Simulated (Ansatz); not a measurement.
**C3H5Si+: an energy map over two coordinates**

How does the energy of C₃H₅Si, charge +1 change over two coordinates at once? A grid of runs gives the map.

Computed with Ansatz 0.2.0. Level: RKS PBE-D4/def2-SVP.

## (1) The system as given

9 atoms, charge 1, spin multiplicity 1.

Atoms are counted from 1 here; the program's logs count them from 0.

Bond lengths: C1–C2 1.246 Å, C1–Si4 1.745 Å, C2–C3 1.430 Å, C3–H5 1.111 Å, C3–H6 1.111 Å, C3–H9 1.115 Å, Si4–H7 1.489 Å, Si4–H8 1.489 Å. Angles: C2–C1–Si4 179.7°, C1–C2–C3 179.7°, C2–C3–H5 111.2°, C2–C3–H6 111.2°, C2–C3–H9 109.1°, H5–C3–H6 110.0°, H5–C3–H9 107.7°, H6–C3–H9 107.5°, C1–Si4–H7 120.3°, C1–Si4–H8 120.3°, H7–Si4–H8 119.5°.

As a file:

```
C    -0.3058   -0.5907   -0.2460
C     0.2356    0.4489    0.1770
C     0.8539    1.6415    0.6679
Si   -1.0579   -2.0477   -0.8439
H     0.7138    2.4864   -0.0396
H     1.9367    1.4830    0.8598
H    -2.2228   -1.9661   -1.7681
H    -0.5327   -3.3824   -0.4432
H     0.3792    1.9271    1.6360
```

This geometry comes from a loose relaxation at PBE in a small basis, which is not shown.

## (3) Plan of the scan

- angle C1–C2–C3 (carried through 180): 15 values from 140.0 to 220.0 °
- change of the bonds C2–C1, C2–C3, all alike: 15 values from −0.147 to 0.227 Å

Nothing else is relaxed (all other coordinates rigid). Energies count from the relaxed molecule at the same level. Points are written as (first, second).

(The set-up runs are not shown.)

## (4) Grid point (180.0°, 0.227 Å)

The input, input.yaml:

```yaml
crystal:
  periodic: [false, false, false]
  atoms:
    - { symbol: C, position_ang: [-0.402939, -0.780339, -0.327985] }
    - { symbol: C, position_ang: [0.235986, 0.447585, 0.175753] }
    - { symbol: C, position_ang: [0.951606, 1.831222, 0.7416] }
    - { symbol: Si, position_ang: [-1.153413, -2.235016, -0.930826] }
    - { symbol: H, position_ang: [0.81083, 2.675679, 0.03349] }
    - { symbol: H, position_ang: [2.034552, 1.672454, 0.933544] }
    - { symbol: H, position_ang: [-2.320461, -2.146382, -1.851675] }
    - { symbol: H, position_ang: [-0.628373, -3.568456, -0.525728] }
    - { symbol: H, position_ang: [0.477587, 2.118144, 1.709247] }
total_charge: 1
basis:
  gaussian: { orbitals: def2-SVP }
hamiltonian:
  xc: pbe
  dispersion: d4
output:
  forces: true
```

Command:

```console
$ ansatz run input.yaml --threads 1 --pin off --max-ram 2560MiB --backend cpu --events-out ev --progress --plain --runs-dir out
```

The session goes on with these runs: the other points that were computed.

**Question.** What will these runs give? Wanted: lowest point; highest computed point; largest force on an atom.

As calculated:

```
                       quantity                                                                            value
                   lowest point                                                    (180.0°, 0.013 Å), 1.0 kJ/mol
         highest computed point                                  (220.0°, −0.147 Å), 286 kJ/mol above the lowest
largest force on an atom (eV/Å)  1.1 at (174.3°, 0.013 Å) to 21.6 at (140.0°, −0.147 Å); 1.1 at the lowest point
        time for the whole task                                                  12 min on 1 thread, shared host
```

**Reading.** The lowest computed point is at (180.0°, 0.013 Å), 1.0 kJ/mol from the relaxed molecule at the same level. The grid is coarse, so the lowest point of the scanned range may lie between grid points; coordinates that were held can hide deeper minima. The grid shows no other well, apart from its symmetry copies. The highest computed point, (220.0°, −0.147 Å), lies 286 kJ/mol above the lowest. Round the minimum the two coordinates are nearly uncoupled.
